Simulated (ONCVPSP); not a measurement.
# An ONCV potential for Si, from input to tests

Task: generate the file, and judge it by its errors in other configurations, its logarithmic derivatives, its ghosts and its cutoff.

The numbers are computed with ONCVPSP 4.0.1 (LDA (Perdew-Wang 92), scalar-relativistic, spin-unpolarised reference atom).

**1. The design**

Typed settings, in words:

```json
{
 "element": "silicon (Si, Z = 14)",
 "type": "optimised norm-conserving Vanderbilt (ONCV)",
 "frozen core": "[He]",
 "valence charge": "12",
 "reference configuration": "2s2 2p6 3s2 3p2",
 "partial waves": "2s+3s: rc 0.95 bohr, ncon 3, nbas 6, qcut 15.2 1/bohr, 3 projectors, debl 0.7 Ha; 2p+3p: rc 1.00 bohr, ncon 4, nbas 8, qcut 13.2 1/bohr, 2 projectors; d scattering state at 0.02 Ha: rc 0.75 bohr, ncon 4, nbas 7, qcut 11.2 1/bohr, 2 projectors, debl 1.2 Ha",
 "local potential": "polynomial inside 0.50 bohr (lpopt 5, dvloc0 1 Ha)",
 "core correction": "Teter function, fcfact 2, rcfact 1.15"
}
```

The outer shells as boxes (Hund's rule for the drawing; the calculation is spin-unpolarised):

```
[He] core
2s [↑↓]
2p [↑↓][↑↓][↑↓]
3s [↑↓]
3p [↑ ][↑ ][  ]
```

An earlier all-electron run gives the scale for the radii.

All-electron outer shells of the reference configuration (LDA (PZ), scalar-relativistic, ld1.x):

```tsv
shell	level (eV)	outermost node (bohr)	outermost maximum (bohr)
1s	-1778.47	–	0.07
2s	-138.73	0.15	0.45
2p	-95.60	–	0.39
3s	-10.88	0.72	1.77
3p	-4.17	0.72	2.14
```

**2. Generating the potential**

The input, Si.dat:

```
# ATOM AND REFERENCE CONFIGURATION
# atsym  z   nc   nv     iexc    psfile
  Si 14.00    1    4  -001012      upf
#
#   n    l    f
    1    0    2.00
    2    0    2.00
    2    1    6.00
    3    0    2.00
    3    1    2.00
#
# PSEUDOPOTENTIAL AND OPTIMIZATION
# lmax
    2
#
#   l,   rc,      ep,       ncon, nbas, qcut
    0    0.95    0.00    3    6   15.20
    1    1.00    0.00    4    8   13.20
    2    0.75    0.02    4    7   11.20
#
# LOCAL POTENTIAL
# lloc, lpopt,  rc(5),   dvloc0
    4    5    0.50    1.00
#
# VANDERBILT-KLEINMAN-BYLANDER PROJECTORs
# l, nproj, debl
    0    3    0.70
    1    2    0.80
    2    2    1.20
#
# MODEL CORE CHARGE
# icmod, fcfact, rcfact
    3    2.00    1.15
#
# LOG DERIVATIVE ANALYSIS
# epsh1, epsh2, depsh
   -7.00    5.00    0.04
#
# OUTPUT GRID
# rlmax, drl
    6.00    0.01
#
# TEST CONFIGURATIONS
# ncnf
    4
# nvcnf
#   n    l    f
    4
    2    0    2.00
    2    1    6.00
    3    0    2.00
    3    1    1.00
#
    4
    2    0    2.00
    2    1    6.00
    3    0    2.00
    3    1    0.00
#
    4
    2    0    2.00
    2    1    6.00
    3    0    1.00
    3    1    0.00
#
    4
    2    0    2.00
    2    1    6.00
    3    0    0.00
    3    1    0.00
#
```

Launch:

```sh
$ oncvpsp.x < Si.dat > Si.out
```

Q: Predict the outcome of this session. Wanted: cutoffs for 1 and 0.1 mHa per electron, occupied waves; bound ghosts; GHOST(+) flags; largest test error; largest phase difference near zero energy, channels read; rms error of d²Exc/dn², without and with the model core.

As calculated:

| quantity | value |
| --- | --- |
| cutoffs for 1 and 0.1 mHa per electron, occupied waves | 74 Ha and 83 Ha |
| bound ghosts | none found |
| GHOST(+) flags | d at 3914 eV |
| largest test error (AE − PS) | +2.8 meV, for 2s2 2p6 3s2 3p0 (1 test unsolved) |
| largest phase difference near zero energy, channels read | 0.000 rad |
| rms error of d²Exc/dn², without and with the model core | 1.88 and 1.39 mHa |

The worst test, 2s2 2p6 3s2 3p0, is off by 2.8 meV on 23.9 eV; by total energies transferability rates as very good where solved. Of the tests 1 gave no usable result, which is a warning in itself. It counts as very hard, with 74 Ha needed at the looser tolerance. The program's ghost test flags no bound state. Near zero energy the phases of the channels with partial waves agree within 0.001 rad. The program also flags highly localised states, GHOST(+) (d). These are tests on the free atom; a crystal test is still owed.
